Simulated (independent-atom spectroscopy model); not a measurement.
# Angle-resolved XPS of NbN on MgO

Aim: the ratio of the Nb 3p3/2 peak of the film to the Mg 1s peak of the substrate as the sample is tilted.

The numbers are computed with independent-atom spectroscopy model (version 2): angle-resolved photoelectron peak ratio of a uniform film on a substrate: exponential attenuation with lengths from TPP-2M (nominal gaps) and the elastic albedo, Dirac-Hartree-Slater cross sections, magic-angle geometry.

### Step 1. Film and substrate

1.9 nm of NbN (7.98 g/cm³) on MgO (3.58 g/cm³).

### Step 2. The run

Settings:

```json
{
  "film": "NbN",
  "film_density": 7.98,
  "base": "MgO",
  "base_density": 3.58,
  "photon_energy": 1486.7,
  "film_peak": "Nb 3p3/2",
  "base_peak": "Mg 1s",
  "thickness": 1.9,
  "emission_angle": [0, 10, 20, 30]
}
```

Units: film_density in g/cm³, base_density in g/cm³, photon_energy in eV, thickness in nm, emission_angle in degrees.

Q: Predict the outcome of this session. Wanted: ratio at normal emission; ratio at 30°.

**Answer**, as computed:

```
                                            quantity     value
                            ratio at normal emission      89.2
                                        ratio at 30°       197
attenuation length of the substrate peak in the film  0.404 nm
                          thickness over that length      4.71
```

What this shows: The film is 4.7 attenuation lengths thick, so 0.90 % of the substrate's signal gets out at 0°. Tilting to 30° lengthens the path by 1/cos θ and raises the ratio 2.2-fold. Islands, roughness and grazing exit, where elastic scattering matters more, are outside the model.
